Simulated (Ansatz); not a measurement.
# YTl2AuC6N6: the cost of one run

Program: Ansatz 0.2.0. Level of theory: DFT PBE, scalar-relativistic, plane waves, PAW. These are calculated values, not measurements.

## (1) Starting point

The structure is cubic, space group Fm-3m (No. 225). The conventional cell has a = 10.567 Å, b = 10.567 Å, c = 10.567 Å, α = 90.00°, β = 90.00°, γ = 90.00°. Y (site symmetry m-3m) is surrounded by 6 C at 2.11 Å. Tl (site symmetry -43m) has 12 C at 3.77 Å and 12 N at 3.79 Å in its first shell of neighbours. C (site symmetry 4mm) has 1 N at 1.17 Å in its first shell of neighbours. Au (site symmetry m-3m) has 6 N at 2.01 Å in its first shell of neighbours. Around N (site symmetry 4mm) lie 1 C at 1.17 Å and 1 Au at 2.01 Å.

Structure file:

```
Y Tl C Au N
1.0
     0.00000    5.28350    5.28350
     5.28350    0.00000    5.28350
     5.28350    5.28350    0.00000
Y Tl C Au N
1 2 6 1 6
Cartesian
  0.0000 0.0000 0.0000
  2.6418 2.6418 2.6418
  7.9253 7.9253 7.9253
  2.1060 5.2835 5.2835
  5.2835 2.1060 5.2835
  5.2835 5.2835 2.1060
  8.4610 5.2835 5.2835
  5.2835 8.4610 5.2835
  5.2835 5.2835 8.4610
  5.2835 5.2835 5.2835
  3.2760 5.2835 5.2835
  5.2835 3.2760 5.2835
  5.2835 5.2835 3.2760
  7.2910 5.2835 5.2835
  5.2835 7.2910 5.2835
  5.2835 5.2835 7.2910
```

A structure generator made this guess: cyanide-bridged rock-salt net of two metals, 2 guest cations a cell (Fm-3m, No. 225). The dimensions are guesses.

## (2) Probe: one point on a coarse mesh

input.yaml reads:

```yaml
crystal:
  lattice:
    - [0.0, 5.2835, 5.2835]
    - [5.2835, 0.0, 5.2835]
    - [5.2835, 5.2835, 0.0]
  atoms:
    - { symbol: "Y", position: [0.0, 0.0, 0.0] }
    - { symbol: Tl, position: [0.25, 0.25, 0.25] }
    - { symbol: Tl, position: [0.75, 0.75, 0.75] }
    - { symbol: C, position: [0.80070029, 0.19929971, 0.19929971] }
    - { symbol: C, position: [0.19929971, 0.80070029, 0.19929971] }
    - { symbol: C, position: [0.19929971, 0.19929971, 0.80070029] }
    - { symbol: C, position: [0.19929971, 0.80070029, 0.80070029] }
    - { symbol: C, position: [0.80070029, 0.19929971, 0.80070029] }
    - { symbol: C, position: [0.80070029, 0.80070029, 0.19929971] }
    - { symbol: Au, position: [0.5, 0.5, 0.5] }
    - { symbol: "N", position: [0.68997823, 0.31002177, 0.31002177] }
    - { symbol: "N", position: [0.31002177, 0.68997823, 0.31002177] }
    - { symbol: "N", position: [0.31002177, 0.31002177, 0.68997823] }
    - { symbol: "N", position: [0.31002177, 0.68997823, 0.68997823] }
    - { symbol: "N", position: [0.68997823, 0.31002177, 0.68997823] }
    - { symbol: "N", position: [0.68997823, 0.68997823, 0.31002177] }
basis:
  ecutwfc: 420
kpoints:
  mp_grid: { grid: [4, 4, 4] }
hamiltonian:
  xc: pbe
scf:
  occupations: { method: gaussian, width: 0.1 }
  lower_state_search: "off"
output:
  forces: true
  stress: true
  eigenvalues: true
```

On the command line:

```sh
ansatz run input.yaml --threads 1 --pin off --max-ram 2560MiB --backend cpu --events-out ev --progress --plain --runs-dir out
```

**Question.** How long does this run take on 1 thread of Intel Xeon at 2.50GHz (Skylake/Cascade Lake), shared host, and how much memory does it need?

About 28 s, with a peak of 0.63 GiB.
